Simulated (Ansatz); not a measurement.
# GeH2 (singlet): wave-function methods side by side at scale of all distances = 1.774, cc-pVDZ

How much of the correlation energy of GeH2 (singlet) does each wave-function method recover here?

Program: Ansatz 0.2.0, Gaussian basis. Level of theory: cc-pVDZ, core rule «outside noble gas», up to 14 orbitals frozen. These are calculated values, not measurements.

Plan: UHF; CCSD(T) on RHF; CCSD(T) on UHF; BCCD(T) on RHF; CISD; CCSDT(Q) on RHF; CCSDT(Q) on UHF; CISDTQ; CCSDTQ on RHF; CASSCF and MRCISD+Q, 2 electrons in 2 orbitals; CASSCF and NEVPT2, 2 electrons in 2 orbitals; CASSCF and MRCISD+Q, 6 electrons in 6 orbitals; CASSCF and NEVPT2, 6 electrons in 6 orbitals; Full CI.

17 further runs of the same task are left out: 3 for a mislabelled method, 11 that didn't finish, 3 set aside as unsound or not needed.

### Step 1. The geometry

The geometry derives from a PBE0/def2-TZVP stationary point (not a proven minimum). All distances are scaled together. No spin-orbit coupling is included. The filled d shell of Ge may be among the frozen orbitals whatever the setting's name suggests; the logs give the count.

3 atoms, charge 0, spin multiplicity 1.

Atoms are counted from 1 here; the program's logs count them from 0.

No contacts short enough for the rule that draws bonds.

Coordinates:

```xyz
3
GeH2
Ge    0.0000   -0.0537    0.0000
H     0.0000    1.9347   -2.0108
H     0.0000    1.9347    2.0108
```

### Step 2. UHF

Contents of in.yaml:

```yaml
crystal:
  periodic: [false, false, false]
  atoms:
    - {symbol: Ge, position_ang: [0.000000, -0.053691, 0.000000]}
    - {symbol: H, position_ang: [0.000000, 1.934696, -2.010809]}
    - {symbol: H, position_ang: [0.000000, 1.934688, 2.010817]}
basis:
  gaussian: {orbitals: cc-pVDZ}
magnetization: {spin_polarized: true, initial_magnetization: 0}
hamiltonian: {xc: hf}
output: {orbitals: {seedname: orbitals}}
```

On the command line:

```bash
ansatz run in.yaml --threads 1 --pin off --events-out ev --progress --plain --max-ram 2393MiB
```

Further steps of the session: CCSD(T) on RHF; CCSD(T) on UHF; BCCD(T) on RHF; CISD; CCSDT(Q) on RHF; CCSDT(Q) on UHF; CISDTQ; CCSDTQ on RHF; CASSCF and MRCISD+Q, 2 electrons in 2 orbitals; CASSCF and NEVPT2, 2 electrons in 2 orbitals; CASSCF and MRCISD+Q, 6 electrons in 6 orbitals; CASSCF and NEVPT2, 6 electrons in 6 orbitals; Full CI.

**Question.** What will the summary of the whole plan be? Wanted: FCI below the RHF energy; RMP2 from FCI; UMP2 from FCI; RCCSD from FCI; RCCSD(T) from FCI; UCCSD(T) from FCI; RCCSDT(Q) from FCI; UCCSDT(Q) from FCI; NEVPT2 pair from FCI.

**Answer**, as computed:

| quantity | value |
| --- | --- |
| FCI below the RHF energy | -4.8812 eV |
| RMP2 from FCI | +44.62 kcal/mol |
| UMP2 from FCI | +27.32 kcal/mol |
| RCCSD from FCI | +6.40 kcal/mol |
| RCCSD(T) from FCI | +0.27 kcal/mol |
| UCCSD(T) from FCI | +5.59 kcal/mol |
| RCCSDT(Q) from FCI | -0.22 kcal/mol |
| UCCSDT(Q) from FCI | +1.47 kcal/mol |
| NEVPT2 pair from FCI | +28.38 kcal/mol |
| NEVPT2 valence from FCI | +8.18 kcal/mol |
| MRCISD+Q valence from FCI | -0.20 kcal/mol |
| levels within 1 kcal/mol (43 meV) | RCCSD(T), BCCD(T), RCCSDT, RCCSDT(Q), RCCSDTQ, MRCISD+Q valence |
| T1 diagnostic | 0.065 |
| effectively unpaired electrons | 1.28 |

RCCSD(T) lands +0.27 kcal/mol from the yardstick (0.2 % of the correlation energy). CCSD(T) misses by +0.27 kcal/mol on the restricted determinant and by +5.59 kcal/mol on the unrestricted one; the two need not hold the same state or core. RCCSDT, RCCSDT(Q), RCCSDTQ, MRCISD+Q valence fall below full CI, which methods that aren't variational can do. The occupations show strong static correlation (1.3 unpaired electrons where one determinant has 0). Coupled cluster on one determinant still stays close here. Of the multireference levels listed MRCISD+Q valence comes nearest in total energy (-0.20 kcal/mol), which doesn't show that its space is the better one. These misses are within one basis, not against nature.
